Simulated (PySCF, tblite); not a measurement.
**C6H14BClO: geometry, infrared bands and NMR shifts**

Wanted: the infrared bands and NMR shifts of C6H14BClO (`CC(C)BO[C@@H](C)CCl`), by calculation.

Computed with tblite 0.8.0 and PySCF 2.14.0, with density-fitted response routines of our own, on a single molecule in the gas phase. Atoms count from 0, in the outputs and in this text.

## 1. Starting geometry

23 atoms, charge 0, multiplicity 1; geometry from: force field or distance geometry start.

Bonds of the start (Å): C0–C1 1.50, C1–C2 1.51, C1–B3 1.59, B3–O4 1.47, O4–C5 1.39, C5–C6 1.49, C5–C7 1.51, C7–Cl8 1.75, C0–H9 1.11, C0–H10 1.11, C0–H11 1.14, C1–H12 1.10, C2–H13 1.11, C2–H14 1.13, C2–H15 1.11, B3–H16 1.17, C5–H17 1.12, C6–H18 1.13, C6–H19 1.13, C6–H20 1.10, C7–H21 1.14, C7–H22 1.12.

## 2. Relaxing the molecule with GFN2-xTB

The job: settings as JSON, then the geometry in Å.

```
{"job": {"kind": "relax", "xc": "GFN2-xTB", "basis": "xTB"}, "charge": 0, "multiplicity": 1}
C     -2.444400    -1.102700     0.424700
C     -1.988300     0.146000    -0.259900
C     -2.653300     1.410000     0.236300
B     -0.428500     0.419600    -0.181200
O      0.541400    -0.612500     0.216400
C      1.794500    -0.059200    -0.019600
C      2.682900     0.040900     1.170700
C      2.394200    -0.839100    -1.164400
Cl     3.998600    -0.271600    -1.586500
H     -2.626100    -1.022400     1.518300
H     -1.816900    -1.967200     0.141800
H     -3.469400    -1.338600    -0.002700
H     -2.243900     0.063600    -1.329300
H     -3.703900     1.471900    -0.109100
H     -2.112800     2.242000    -0.308500
H     -2.531300     1.595000     1.327500
H     -0.040200     1.268900    -0.893000
H      1.608300     0.973200    -0.412600
H      3.191700    -0.924400     1.445600
H      3.548800     0.705900     0.881700
H      2.243100     0.506100     2.066100
H      1.639900    -0.762400    -2.009200
H      2.410900    -1.916200    -0.870100
```

Command:

```bash
OMP_NUM_THREADS=1 python probes_run.py task.json out
```

This one command runs all jobs of the session in turn.

**Question.** This job is followed by: GFN2-xTB harmonic vibrations, gas phase; GIAO PBE0/pcSseg-1 NMR shielding, non-relativistic, gas phase. Predict these results of the whole session: strongest single infrared mode (GFN2-xTB); zero-point energy (GFN2-xTB); 13C shifts against TMS (PBE0/pcSseg-1); 1H shifts against TMS (PBE0/pcSseg-1, means over atoms taken as alike); 11B shifts against BF3·OEt2 (PBE0/pcSseg-1); 17O shifts against H2O (PBE0/pcSseg-1); 35Cl shifts against HCl (PBE0/pcSseg-1); surface potential, 1st and 99th percentile.

The runs gave:

| quantity | value |
| --- | --- |
| strongest single infrared mode (GFN2-xTB) | 1331 cm⁻¹, 401 km/mol |
| zero-point energy (GFN2-xTB) | 121.1 kcal/mol |
| 13C shifts against TMS (PBE0/pcSseg-1) | 84.3, 54.4, 26.0, 22.4, 19.5, 19.3 ppm |
| 1H shifts against TMS (PBE0/pcSseg-1, means over atoms taken as alike) | 5.43, 4.21, 3.50, 3.46, 1.51, 1.05, 0.93, 0.87 ppm |
| 11B shifts against BF3·OEt2 (PBE0/pcSseg-1) | 49.2 ppm |
| 17O shifts against H2O (PBE0/pcSseg-1) | 235.7 ppm |
| 35Cl shifts against HCl (PBE0/pcSseg-1) | 68 ppm |
| surface potential, 1st and 99th percentile | -0.59 V and 1.05 V |

What this shows: Over 88 steps the energy fell by 1.442 eV; of the close pairs, B3–O4 changed most, 1.471 to 1.329 Å. No mode is imaginary among the 63: a minimum at this level. The strongest single mode, at 1331 cm⁻¹, moves mainly B3 and O4. Unscaled tight-binding wavenumbers are off by several per cent, some by more. Its intensities can rank the bands wrongly. C5 (sp3 CH bonded to O) lies farthest downfield among carbon, at 84.3 ppm; deshielded by the electronegative neighbour. At PBE0/pcSseg-1: The largest span, 358 ppm, is at O4, where the paramagnetic term is -301 ppm.
